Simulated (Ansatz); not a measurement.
**GeHO (doublet): the correlation ladder at distance Ge1–O2 = 1.336 Å, cc-pVDZ**

One table from this session's results is given with a row withheld; the runs are named, their logs left out.

Program: Ansatz 0.2.0, Gaussian basis. Level of theory: cc-pVDZ, core rule «outside noble gas», up to 15 orbitals frozen. These are calculated values, not measurements.

To be run: UHF; CCSD(T) on ROHF; CCSD(T) on UHF; BCCD(T) on ROHF; CISD; CCSDT(Q) on ROHF; CCSDT(Q) on UHF; CASSCF and MRCISD+Q, 3 electrons in 3 orbitals; CASSCF and NEVPT2, 3 electrons in 3 orbitals.

36 further runs of the same task are left out: 13 for a known fault of the program, 19 that didn't finish, 4 set aside as unsound or not needed.

## What is computed

The geometry derives from a PBE0/def2-TZVP stationary point (not a proven minimum). One bond is set to the value named and the two fragments are kept rigid. No spin-orbit coupling is included. The filled d shell of Ge may be among the frozen orbitals whatever the setting's name suggests; the logs give the count.

3 atoms, charge 0, spin multiplicity 2.

Atoms are counted from 1 here; the program's logs count them from 0.

Bond lengths: Ge1–O2 1.336 Å, Ge1–H3 1.599 Å. Angles: O2–Ge1–H3 112.9°.

Set-up of the first run:

Input file in.yaml:

```yaml
crystal:
  periodic: [false, false, false]
  atoms:
    - {symbol: Ge, position_ang: [0.000000, -0.035819, 0.229261]}
    - {symbol: O, position_ang: [0.000000, 0.075659, -1.102080]}
    - {symbol: H, position_ang: [0.000000, 1.380411, 0.971346]}
basis:
  gaussian: {orbitals: cc-pVDZ}
magnetization: {spin_polarized: true, initial_magnetization: 1}
hamiltonian: {xc: hf}
output: {orbitals: {seedname: orbitals}}
```

On the command line:

```
> ansatz run in.yaml --threads 1 --pin off --events-out ev --progress --plain --max-ram 2393MiB
```

Among the steps run: UHF; CCSD(T) on ROHF; CCSD(T) on UHF; BCCD(T) on ROHF; CISD; CCSDT(Q) on ROHF; CCSDT(Q) on UHF; CASSCF and MRCISD+Q, 3 electrons in 3 orbitals; CASSCF and NEVPT2, 3 electrons in 3 orbitals.

One table of the session follows, with a row left open; its other results are not shown here.

It belongs to the step «Misses and costs». 

| method | from UCCSDT(Q) (kJ/mol) |
| --- | --- |
| ROHF | +742.0 |
| UHF | +726.3 |
| RMP2 | +55.1 |
| UMP2 | +55.5 |
| RCCSD | +26.5 |
| UCCSD | +25.8 |
| RCCSD(T) | +4.7 |
| UCCSD(T) | +4.7 |
| BCCD(T) | +4.7 |
| RCCSDT | +3.0 |
| UCCSDT | +2.8 |
| RCCSDT(Q) | +0.8 |
| UCCSDT(Q) | 0 |
| CASSCF pair | +687.3 |
| NEVPT2 pair | ? |
| MRCISD pair | +67.5 |
| MRCISD+Q pair | +12.3 |

Estimate the missing values for NEVPT2 pair.

The run gave: from UCCSDT(Q) (kJ/mol): +52.7. In the column «from UCCSDT(Q) (kJ/mol)» it lies between RCCSD (+26.5) and RMP2 (+55.1).

Not comparable, so not listed: CISD (they don't share determinant, frozen orbitals or solution with the rows shown, or repeat one).

Limits of these values: Restricted and unrestricted rows rest on different reference determinants; where their highest levels disagree by more than a few hundredths of an eV, they describe different states and don't form one ladder.
